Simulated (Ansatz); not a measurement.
# CH3BCl2O: a ladder of functionals and wavefunction methods

How much do the methods differ for CH3BCl2O? The plan is to run it at one geometry with functionals of several rungs and with coupled cluster. The yardstick is the atomisation energy at the CCSD(T) limit.

Method: functionals in def2-TZVPP, the program's frozen cores in correlated methods; program: Ansatz 0.2.0, Gaussian basis.

Plan: LDA (SPW92), PBE-D4, revPBE-D4, BLYP-D4, r2SCAN-D4, B97M-V, PBE0-D4, B3LYP-D4, r2SCANh-D4, r2SCAN0-D4, HSE06-D4, BHLYP-D4, CAM-B3LYP-D4, LC-ωPBE, ωB97X-V, ωB97M-V, B2PLYP, PBE-QIDH; CCSD(T)/def2-SVP; CCSD(T)/def2-TZVPP; MP2/def2-QZVPP; extrapolation to the limit; RPA on PBE.

## (1) The geometry

All runs share one geometry, relaxed beforehand with PBE0-D4 in a triple-zeta def2 set.

SMILES `COB(Cl)Cl`, 8 atoms, charge 0, spin multiplicity 1.

Atoms are counted from 1 here; the program's logs count them from 0.

Bond lengths: C1–O2 1.417 Å, C1–H6 1.090 Å, C1–H7 1.091 Å, C1–H8 1.091 Å, O2–B3 1.331 Å, B3–Cl4 1.752 Å, B3–Cl5 1.763 Å. Angles: O2–C1–H6 107.8°, O2–C1–H7 111.7°, O2–C1–H8 108.7°, H6–C1–H7 109.9°, H6–C1–H8 109.2°, H7–C1–H8 109.6°, C1–O2–B3 125.9°, O2–B3–Cl4 118.0°, O2–B3–Cl5 123.2°, Cl4–B3–Cl5 118.7°.

## (2) LDA

This LDA is Slater exchange with PW92 correlation.

Input file in.yaml:

```yaml
crystal:
  periodic: [false, false, false]
  atoms:
    - {symbol: C, position_ang: [-0.173012, -0.644058, 0.940427]}
    - {symbol: O, position_ang: [0.000077, -0.547124, -0.462285]}
    - {symbol: B, position_ang: [0.213029, 0.573521, -1.147513]}
    - {symbol: Cl, position_ang: [0.382874, 0.455672, -2.887623]}
    - {symbol: Cl, position_ang: [0.331757, 2.160691, -0.389558]}
    - {symbol: H, position_ang: [0.452103, -1.462391, 1.297283]}
    - {symbol: H, position_ang: [0.104197, 0.282009, 1.445237]}
    - {symbol: H, position_ang: [-1.218824, -0.875419, 1.148232]}
basis:
  gaussian: {orbitals: def2-TZVPP}
hamiltonian: {xc: lda}
output: {orbitals: {seedname: orbitals}}
```

After this run come: PBE-D4 (GGA); revPBE-D4 (GGA); BLYP-D4 (GGA); r2SCAN-D4 (meta-GGA); B97M-V (meta-GGA); PBE0-D4 (hybrid); B3LYP-D4 (hybrid); r2SCANh-D4 (hybrid); r2SCAN0-D4 (hybrid); HSE06-D4 (hybrid); BHLYP-D4 (hybrid); CAM-B3LYP-D4 (range-separated); LC-ωPBE-D4 (range-separated); ωB97X-V (range-separated); ωB97M-V (range-separated); B2PLYP (double hybrid); PBE-QIDH (double hybrid); CCSD(T) in def2-SVP; CCSD(T) in def2-TZVPP; MP2 in def2-QZVPP; RPA on PBE orbitals.

Q: Predict the results of all the runs planned. Wanted: atomisation energy, CCSD(T)/CBS; farthest beyond LDA; mean size of error, GGA; mean size of error, meta-GGA; mean size of error, hybrid; mean size of error, range-separated; mean size of error, double hybrid; gap, smallest and largest; T1 diagnostic.

As calculated:

| quantity | value |
| --- | --- |
| atomisation energy, CCSD(T)/CBS | 743.7 kcal/mol |
| functionals within 3.7 kcal/mol (0.5 %) | revPBE-D4, BLYP-D4, B3LYP-D4, CAM-B3LYP-D4, LC-ωPBE, ωB97X-V, PBE-QIDH |
| farthest beyond LDA | BHLYP-D4 (-24.0 kcal/mol) |
| mean size of error, GGA | 8.5 kcal/mol |
| mean size of error, meta-GGA | 9.1 kcal/mol |
| mean size of error, hybrid | 8.2 kcal/mol |
| mean size of error, range-separated | 3.4 kcal/mol |
| mean size of error, double hybrid | 4.3 kcal/mol |
| gap, smallest and largest | 6.11 eV (LDA (SPW92)), 13.86 eV (LC-ωPBE) |
| T1 diagnostic | 0.0116 |
| triples share of the correlation energy | 4.0 % |

What this shows: LDA overbinds by 120.2 kcal/mol (16 %). PBE-D4 is off by +23.1 kcal/mol. Double hybrids carry the basis error of their MP2 part in triple zeta, and no dispersion term here, so their miss is partly the set-up's. By mean error the best rung here is range-separated (3.4 kcal/mol) and the worst beyond LDA is meta-GGA (9.1 kcal/mol). The gap between the best rungs is small, so their order is not settled. Misses under about 3.7 kcal/mol are within the doubt on the reference itself, which lacks core-valence correlation, relativity and higher excitations. Hartree-Fock recovers 74 % of the binding; the rest is correlation. CCSD(T) in def2-SVP is off by -31.7 kcal/mol, more than most functionals: a good method in a small basis is no reference. The gap grows from 6.1 to 13.9 eV across the functionals, mostly with the share of exact exchange.
